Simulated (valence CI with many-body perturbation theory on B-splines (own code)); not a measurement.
# Levels and ionisation energy of Au⁷⁴⁺

What does CI with core correlation give for the spectrum of Au⁷⁴⁺? Levels and ionisation energy come from one run, set against NIST.

Method: configuration interaction of the valence electrons, many-body perturbation theory for a frozen closed Dirac-Fock core, no-pair Dirac Hamiltonian, B-spline basis. Code: an in-house CI+MBPT code version 3.

## (1) The system

| Quantity | Value |
| --- | --- |
| element | gold (Z = 79, A = 197) |
| charge | +74 |
| frozen core | [He] |
| start configuration of the valence electrons | 2s2 2p1 |
| nuclear rms radius | 5.4371 fm |

## (2) The run

The run's settings:

```ini
atom Au  Z=79  mass_number=197  rms_radius_fm=5.4371
core [He]
valence 2s2 2p1
avg = 1
basis = L
breit = 1
cap = 40000
capref = 1200
cscale = 1
de = 0.0
dress = 0
eps = 2e-08
h = 0.27
hh = 1
l2 = 3
lcore = 6
maxit = 60
n2 = 5
natural = 1
nlev = 60
nno = [7, 7, 6, 5, 4, 2, 1]
nroot = 26
nsp = [4, 4, 3, 2, 1, 0, 0]
pt2 = 1
qed = 1
rpa = 1
s1 = 1
s2 = 1
s3 = 1
screen = 1
tol = 2e-05
```

Command:

```sh
$ python run_cv.py task.json out
```

task.json holds these settings.

Q: Predict the results.

As calculated:

```
                                  quantity                  computed                              tabulated
                              lowest level            2s2 2p ²P° 1/2                              2p ²P°1/2
                          first excitation  2s 2p2 ⁴P 1/2, 304.76 eV                                      -
        ionisation energy, to 2s2 ¹S J = 0                  21918 eV  21920 ± 90 eV (tabulated theoretical)
 dipole polarisability of the lowest level           0.0001087 bohr³                                      -
     hyperfine A/(μ/I) of the lowest level              10541500 MHz                                      -
no level missing from the run's list below                16891.9 eV                                      -
```

The ionisation energy is 2.0 eV (0.01 %) below the NIST entry, whose uncertainty is 90 eV. Of the added terms Breit moves the ionisation energy most, by -42 eV. The lowest level is 100 % 2s2 2p. Cautions: by estimate large intervals hold to a few tenths of a per cent, small ones and the rates on them less well.
